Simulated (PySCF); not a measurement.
# Cl4H6P2Ti (trans-Ti(PH3)2Cl4): the cost of one run

Computed with PySCF 2.14.0, with density-fitted response routines of our own, on a single molecule in the gas phase. Atoms are numbered from 0 throughout.

### 1 The starting structure

13 atoms, charge 0, multiplicity 1; geometry from: GFN2-xTB. The atoms were then displaced at random by about 0.03 Å, so the start is not that level's minimum.

Bonds of the start (Å): Ti0–P1 2.53, Ti0–P5 2.57, Ti0–Cl9 2.20, Ti0–Cl10 2.30, Ti0–Cl11 2.32, Ti0–Cl12 2.10, P1–H2 1.36, P1–H3 1.43, P1–H4 1.38, P5–H6 1.40, P5–H7 1.34, P5–H8 1.36.

### 2 Optimising the geometry at PBE0-D3(BJ)/def2-SVP

The job: settings as JSON, then the geometry in Å.

```
{"job": {"xc": "PBE0", "basis": "def2-SVP", "d3": "d3bj", "grid": 1, "maxiter": 40, "shake": 0.03, "kind": "geom"}, "charge": 0, "multiplicity": 1}
Ti     0.057800    -0.140490     0.012020
P     -0.067750    -0.023640     2.536400
H      0.591040     0.973150     3.183370
H      0.728050    -1.060600     3.114690
H     -1.138570    -0.056430     3.402720
P     -0.012660    -0.008140    -2.557710
H      0.984480     0.684470    -3.253520
H     -1.032630     0.716280    -3.049420
H     -0.115760    -1.046560    -3.422510
Cl     2.111510     0.000310     0.786790
Cl    -2.226140     0.050040     0.194900
Cl     0.182350     2.081060    -0.661950
Cl    -0.031090    -2.221570    -0.263590
```

The run is started by

```
OMP_NUM_THREADS=1 python probes_run.py task.json out
```

This one command runs all jobs of the session in turn.

**Question.** How long does this first job take on 1 thread of Arm Neoverse V2, shared host, and how much memory does it need?

About 4.2 min, with a peak of 0.84 GiB.
